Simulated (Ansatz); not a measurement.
This script makes vertical spin-state energies of C2H4BN, SMILES C#CBN with Ansatz's Python interface.

The script, `spin_c2h4bn.py`:
```python
import logging
import sys

import ansatz as az
from ase import Atoms

logging.basicConfig(stream=sys.stdout, format="%(levelname)s %(message)s")
log = logging.getLogger("run")
log.setLevel(logging.INFO)


def main() -> None:
    atoms = Atoms(["C", "C", "B", "N", "H", "H", "H", "H"], positions=[
        [-0.2963, 1.8373, -0.9315],
        [-0.055, 0.9662, -0.2143],
        [0.2898, -0.1943, 0.7029],
        [-0.1482, -1.5866, 0.4675],
        [-0.6004, 2.6768, -1.6018],
        [1.0281, 0.0198, 1.6414],
        [0.627, -2.2123, 0.2918],
        [-0.7529, -1.5639, -0.4118],
    ])
    c2h4bn = az.Crystal.molecule_from_ase(atoms)

    setup = (
        c2h4bn.calculation()
        .basis(gaussian="aug-cc-pVDZ")
        .functional("r2scan")
    )
    found = {}
    for unpaired in [0, 2]:
        r = setup.spin("collinear", total=unpaired).run().report
        s = unpaired / 2
        found[unpaired] = r["free_energy_ev"]
        log.info(f"2S+1 = {unpaired + 1}: E = {found[unpaired]:.5f} eV, <S^2> = {abs(r['mean_field']['state']['spin_squared']):.3f} (pure state {s * (s + 1):.2f})")
    lowest = min(found, key=found.get)
    for unpaired, e in found.items():
        log.info(f"multiplicity {unpaired + 1}: {96.485332 * (e - found[lowest]):.1f} kJ/mol above the lowest")


if __name__ == "__main__":
    main()
```

Which spin state is lowest at this geometry, and how far above lie the others?

In order: multiplicity 1 (+0.00 eV) and multiplicity 3 (+4.31 eV), all at the one geometry.

The run itself:

```console
$ python spin_c2h4bn.py
INFO 2S+1 = 1: E = -4301.79087 eV, <S^2> = 0.000 (pure state 0.00)
INFO 2S+1 = 3: E = -4297.48353 eV, <S^2> = 2.012 (pure state 2.00)
INFO multiplicity 1: 0.0 kJ/mol above the lowest
INFO multiplicity 3: 415.6 kJ/mol above the lowest
```

Caveats:
- Total energies depend on the basis set; only differences at equal settings carry meaning.
- The geometry is a force-field or estimated start, not a minimum of this method, and the basis set is short of its limit. All parts are taken at fixed geometry, without zero-point energy.
- The whole script took 20 s on 1 thread of Intel(R) Xeon(R) 6975P-C (Granite Rapids), with other jobs on the host, peak memory 0.44 GiB.

(Lines on the test bed's own set-up are left out of the output.)
